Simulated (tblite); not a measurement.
# C30H18O4S2Si: the cost of one run

Programs: tblite 0.8.0 and PySCF 2.14.0, with routines of our own; each step states its level. All values are computed. Atoms count from 0.

## Step 1: The system as given

55 atoms, charge 0, multiplicity 1; geometry from: force field, distance geometry or constructed start.

## Step 2: Relaxing the molecule with GFN2-xTB

Job settings and geometry (Å):

```
{"job": {"kind": "relax", "xc": "GFN2-xTB", "basis": "xTB"}, "charge": 0, "multiplicity": 1}
C      0.981800    -1.435200     1.913400
Si    -0.192900    -0.336000     0.989900
C     -1.697400     0.135900     1.939200
C     -0.582000    -0.973200    -0.744600
C     -1.268700    -2.149800    -1.060600
C     -1.445500    -2.485500    -2.412600
C     -2.179900    -3.682300    -2.821900
C     -1.923800    -4.947700    -2.452800
C     -2.784200    -6.070500    -2.994300
O     -3.744500    -6.001700    -3.742300
C     -2.197300    -7.238300    -2.403400
C     -2.460600    -8.580200    -2.451200
S     -1.328100    -9.440800    -1.469600
C     -0.499300    -7.998700    -1.006100
C     -1.093100    -6.903900    -1.584200
C     -0.843800    -5.489500    -1.547100
O      0.027700    -4.905400    -0.937200
C     -0.957300    -1.625000    -3.407500
C     -0.275000    -0.441200    -3.073300
C     -0.073700    -0.109100    -1.735600
C      0.615900     1.080300    -1.213000
C      1.202200     2.101700    -1.955700
C      1.827200     3.174300    -1.290000
C      1.858700     3.231500     0.105000
C      2.559800     4.363700     0.738400
C      2.060400     5.198000     1.664700
C      2.929400     6.323900     2.187100
O      4.076200     6.599900     1.900400
C      2.054400     6.985200     3.114100
C      2.173100     8.068100     3.946300
S      0.700100     8.320700     4.803400
C     -0.076000     6.971900     4.051100
C      0.785100     6.365300     3.174800
C      0.697700     5.227600     2.298800
O     -0.256900     4.497000     2.130200
C      1.298100     2.204200     0.856600
C      0.672600     1.142100     0.195500
H      0.495600    -2.370800     2.198300
H      1.334000    -0.955800     2.831000
H      1.849100    -1.679000     1.310600
H     -1.444200     0.676500     2.858000
H     -2.350600     0.780000     1.349100
H     -2.278200    -0.742600     2.223300
H     -1.648500    -2.793500    -0.278900
H     -3.002400    -3.483600    -3.508500
H     -3.237800    -9.097700    -2.997300
H      0.354600    -8.035000    -0.339800
H     -1.100200    -1.859100    -4.455900
H      0.094000     0.195600    -3.873100
H      1.188700     2.088400    -3.038600
H      2.273900     3.951200    -1.892600
H      3.581500     4.515300     0.371100
H      3.022500     8.719000     4.093100
H     -1.099500     6.705700     4.287600
H      1.332900     2.223000     1.947100
```

Started as:

```sh
$ OMP_NUM_THREADS=4 python large_run.py task.json out
```

The driver reads the jobs from task.json and runs them one after another.

Q: Estimate the wall time and peak memory of this first job on 4 threads of Arm Neoverse N1, shared host.

About 18 s, with a peak of 0.19 GiB.
